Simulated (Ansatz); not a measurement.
# CH₂BFS: a ladder of functionals and wavefunction methods

An exercise on one series of results from a longer session: the logs are not shown, and one member is left open.

The runs use Ansatz 0.2.0, Gaussian basis; functionals in def2-TZVPP, the program's frozen cores in correlated methods.

Levels to be run: LDA (SPW92), PBE-D4, revPBE-D4, BLYP-D4, r2SCAN-D4, B97M-V, PBE0-D4, B3LYP-D4, r2SCANh-D4, r2SCAN0-D4, HSE06-D4, BHLYP-D4, CAM-B3LYP-D4, LC-ωPBE, ωB97X-V, ωB97M-V, B2PLYP, PBE-QIDH; CCSD(T)/def2-SVP; CCSD(T)/def2-TZVPP; MP2/def2-QZVPP; extrapolation to the limit; RPA on PBE.

## The relaxed structure

All runs share one geometry, relaxed beforehand with PBE0-D4 in a triple-zeta def2 set.

SMILES `FB1CS1`, 6 atoms, charge 0, spin multiplicity 1.

Atoms are counted from 1 here; the program's logs count them from 0.

Bond lengths: F1–B2 1.307 Å, B2–C3 1.522 Å, B2–S4 1.743 Å, C3–S4 1.898 Å, C3–H5 1.086 Å, C3–H6 1.086 Å. Angles: F1–B2–C3 145.9°, F1–B2–S4 143.3°, C3–B2–S4 70.7°, B2–C3–S4 60.1°, B2–C3–H5 121.7°, B2–C3–H6 121.7°, S4–C3–H5 113.3°, S4–C3–H6 113.3°, H5–C3–H6 113.7°, B2–S4–C3 49.2°.

Set-up of the first run:

The input, in.yaml:

```yaml
crystal:
  periodic: [false, false, false]
  atoms:
    - {symbol: F, position_ang: [-0.281898, -2.086723, 0.294345]}
    - {symbol: B, position_ang: [-0.325683, -0.816470, -0.009438]}
    - {symbol: C, position_ang: [0.385702, 0.526151, 0.078141]}
    - {symbol: S, position_ang: [-1.292947, 0.399633, -0.799368]}
    - {symbol: H, position_ang: [1.202231, 0.783419, -0.590735]}
    - {symbol: H, position_ang: [0.354595, 1.129991, 0.980755]}
basis:
  gaussian: {orbitals: def2-TZVPP}
hamiltonian: {xc: lda}
output: {orbitals: {seedname: orbitals}}
```

On the command line:

```sh
> ansatz run in.yaml --threads 2 --pin off --events-out ev --progress --plain --max-ram 4352MiB
```

Among the steps run: LDA; PBE-D4 (GGA); revPBE-D4 (GGA); BLYP-D4 (GGA); r2SCAN-D4 (meta-GGA); B97M-V (meta-GGA); B3LYP-D4 (hybrid); r2SCANh-D4 (hybrid); r2SCAN0-D4 (hybrid); HSE06-D4 (hybrid); BHLYP-D4 (hybrid); CAM-B3LYP-D4 (range-separated); LC-ωPBE (range-separated); ωB97X-V (range-separated); ωB97M-V (range-separated); B2PLYP (double hybrid); PBE-QIDH (double hybrid).

One table of the session follows, with a row left open; its other results are not shown here.

It belongs to the step «Orbital energies across the functionals». 

| functional | HOMO (eV) | gap (eV) |
| --- | --- | --- |
| LDA (SPW92) | -6.63 | 4.91 |
| PBE-D4 | -6.51 | 5.04 |
| revPBE-D4 | -6.46 | 5.10 |
| BLYP-D4 | -6.33 | 5.03 |
| r2SCAN-D4 | -6.75 | 5.64 |
| B97M-V | -6.80 | 5.75 |
| PBE0-D4 | -7.71 | 7.22 |
| B3LYP-D4 | -7.45 | 6.76 |
| r2SCANh-D4 | -7.19 | 6.42 |
| r2SCAN0-D4 | -7.86 | 7.59 |
| HSE06-D4 | -7.30 | 6.43 |
| BHLYP-D4 | -8.75 | 9.34 |
| CAM-B3LYP-D4 | -9.00 | 9.67 |
| LC-ωPBE | -10.40 | 12.24 |
| ωB97X-V | ? | ? |
| ωB97M-V | -9.86 | 11.36 |

**Question.** Estimate the row for ωB97X-V.

As computed: HOMO (eV): -10.03; gap (eV): 11.81. In the column «HOMO (eV)» it lies between LC-ωPBE (-10.40) and ωB97M-V (-9.86).
